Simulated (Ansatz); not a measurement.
# CH6FNSn (SMILES [CH3][SnH]([NH2])[F]) at BLYP/def2-SVP (core potential)

What is the energy change on altering one bond length of CH6FNSn at BLYP/def2-SVP (core potential)? 

The calculation is run with Ansatz 0.2.0.

112 further runs of the same task are left out: 112 set aside as unsound or not needed.

### 1 The molecule

CH6FNSn has 10 atoms, charge 0, and is taken as a singlet. As SMILES, `[CH3][SnH]([NH2])[F]`. Geometry: relaxed at PBE0-D4/def2-TZVP. This is one conformer, not always the lowest.

Bond lengths: C1–Sn2 2.121 Å, Sn2–N3 2.000 Å, Sn2–F4 1.931 Å, C1–H5 1.090 Å, C1–H6 1.090 Å, C1–H7 1.089 Å, Sn2–H8 1.704 Å, N3–H9 1.008 Å, N3–H10 1.008 Å. Some angles: C1–Sn2–N3 111.9°, C1–Sn2–F4 103.5°, N3–Sn2–F4 105.0°, C1–Sn2–H8 120.3°, N3–Sn2–H8 111.0°, F4–Sn2–H8 103.2°, Sn2–C1–H5 108.9°, Sn2–C1–H6 110.7°, Sn2–C1–H7 109.4°, Sn2–N3–H9 117.9°.

### 2 The energy at BLYP/def2-SVP (core potential)

Input file job.yaml:

```yaml
crystal:
  periodic: [false, false, false]
  atoms:
    - {symbol: C, position_ang: [-1.023300, 1.186900, 0.305600]}
    - {symbol: Sn, position_ang: [-0.012600, -0.424100, -0.632800]}
    - {symbol: "N", position_ang: [1.522200, -1.085200, 0.465800]}
    - {symbol: F, position_ang: [-1.308600, -1.855400, -0.593400]}
    - {symbol: H, position_ang: [-1.191500, 0.935400, 1.352900]}
    - {symbol: H, position_ang: [-0.432400, 2.100700, 0.242800]}
    - {symbol: H, position_ang: [-1.985300, 1.342500, -0.181300]}
    - {symbol: H, position_ang: [0.413300, -0.329300, -2.280300]}
    - {symbol: H, position_ang: [1.719700, -0.610700, 1.333200]}
    - {symbol: H, position_ang: [2.381600, -1.312000, -0.009700]}
basis:
  gaussian:
    orbitals: def2-SVP
hamiltonian:
  xc: {name: BLYP}
accuracy: high
output: {orbitals: {seedname: orbitals}}
```

Started as:

```bash
$ ansatz run job.yaml --threads 1 --pin off --max-ram 3480MiB --events-out events.jsonl --progress --plain --runs-dir runs
```

Standard output:

```text
Warning: RAYON_NUM_THREADS=1 ignored (pool sized by the plan → 1); use --threads N
Functional definition: BLYP
  name "BLYP"
  parameter beta = 0.0042
  parameter a = 0.04918
  parameter b = 0.132
  parameter c = 0.2533
  parameter d = 0.349
  exchange = b88_x(beta = beta)
  correlation = lyp_c(a = a, b = b, c = c, d = d)
2383 factors; integrals over basis functions are off by at most 8.1e-9 eV
mean field evaluation 1: about -11147.9739 eV, gradient 9.2e1 eV
mean field evaluation 2: about -11079.8086 eV, gradient 1.7e2 eV
mean field evaluation 4: about -11165.2970 eV, gradient 2.0e1 eV
mean field evaluation 8: about -11166.2394 eV, gradient 8.2e-1 eV
mean field evaluation 16: about -11166.2416 eV, gradient 2.9e-5 eV
mean field -11166.24158756 eV, -410.3518095926 hartree, gradient 4.3e-8 eV, S^2 0.000000; 0 other end points of the search recorded, 0 dependent functions left out
reference -11166.24164709 eV, -410.3518117801 hartree; 25, 25 occupied and 73, 73 virtual orbitals, 2383 factors
Total energy: -11166.24164709 eV, -410.3518117801 hartree
```

Wall time 9 s (1 thread of Arm Neoverse V2, shared host); peak memory 0.29 GiB.

### 3 The distorted shape at the same level

Input file molecule.yaml:

```yaml
crystal:
  periodic: [false, false, false]
  atoms:
    - {symbol: C, position_ang: [-1.364011, 1.111062, 1.623564]}
    - {symbol: Sn, position_ang: [-0.353311, -0.499938, 0.685164]}
    - {symbol: N, position_ang: [1.181489, -1.161038, 1.783764]}
    - {symbol: F, position_ang: [-1.649311, -1.931238, 0.724564]}
    - {symbol: H, position_ang: [-1.532211, 0.859562, 2.670864]}
    - {symbol: H, position_ang: [-0.773111, 2.024862, 1.560764]}
    - {symbol: H, position_ang: [-2.326011, 1.266662, 1.136664]}
    - {symbol: H, position_ang: [0.413300, -0.329300, -2.280300]}
    - {symbol: H, position_ang: [1.378989, -0.686538, 2.651164]}
    - {symbol: H, position_ang: [2.040889, -1.387838, 1.308264]}
basis:
  gaussian:
    orbitals: def2-SVP
total_charge: 0
hamiltonian:
  xc: {name: BLYP}
accuracy: high
output: {orbitals: {seedname: orbitals}}
```

Started as:

```bash
$ ansatz run molecule.yaml --threads 1 --pin off --max-ram 3480MiB --events-out events.jsonl --progress --plain --runs-dir runs
```

Standard output, cut to the lines that bear on the results:

```text
Warning: RAYON_NUM_THREADS=1 ignored (pool sized by the plan → 1); use --threads N
[... 9 set-up lines as earlier in the session ...]
2343 factors; integrals over basis functions are off by at most 1.7e-8 eV
mean field evaluation 1: about -11144.7060 eV, gradient 9.3e1 eV
mean field evaluation 2: about -11057.7800 eV, gradient 1.8e2 eV
mean field evaluation 4: about -11159.1896 eV, gradient 2.8e1 eV
mean field evaluation 8: about -11163.6120 eV, gradient 3.4e0 eV
mean field evaluation 16: about -11163.6889 eV, gradient 4.1e-5 eV
mean field -11163.68885883 eV, -410.2579985420 hartree, gradient 1.4e-8 eV, S^2 0.000000; 0 other end points of the search recorded, 0 dependent functions left out
reference -11163.68892193 eV, -410.2580008609 hartree; 25, 25 occupied and 73, 73 virtual orbitals, 2343 factors
Total energy: -11163.68892193 eV, -410.2580008609 hartree
```

Run time: 9 s. Hardware: 1 thread of Arm Neoverse V2, shared host; peak memory 0.28 GiB.

### 4 Outcome

Level: BLYP/def2-SVP (core potential).

```
                                                          quantity          value
                                         first shape: total energy  -410.35181 Eh
                                          first shape: HOMO energy       -5.51 eV
                                          first shape: LUMO energy       -0.53 eV
                                        first shape: HOMO–LUMO gap        4.98 eV
                                     distorted shape: total energy  -410.25800 Eh
                                      distorted shape: HOMO energy       -5.56 eV
                                      distorted shape: LUMO energy       -3.80 eV
                                    distorted shape: HOMO–LUMO gap        1.76 eV
energy change with the Sn2–H8 bond stretched from 1.704 to 3.068 Å       2.553 eV
```

What this shows: One bond (distorted shape) is far stretched, which a spin-restricted single reference describes badly; a broken-symmetry solution may lie lower. With the Sn2–H8 bond stretched from 1.704 to 3.068 Å the energy rises by 2.55 eV (246 kJ/mol). The first shape isn't relaxed at this level, so the change isn't measured from a minimum. A restricted reference can't describe the breaking bond well at this length.
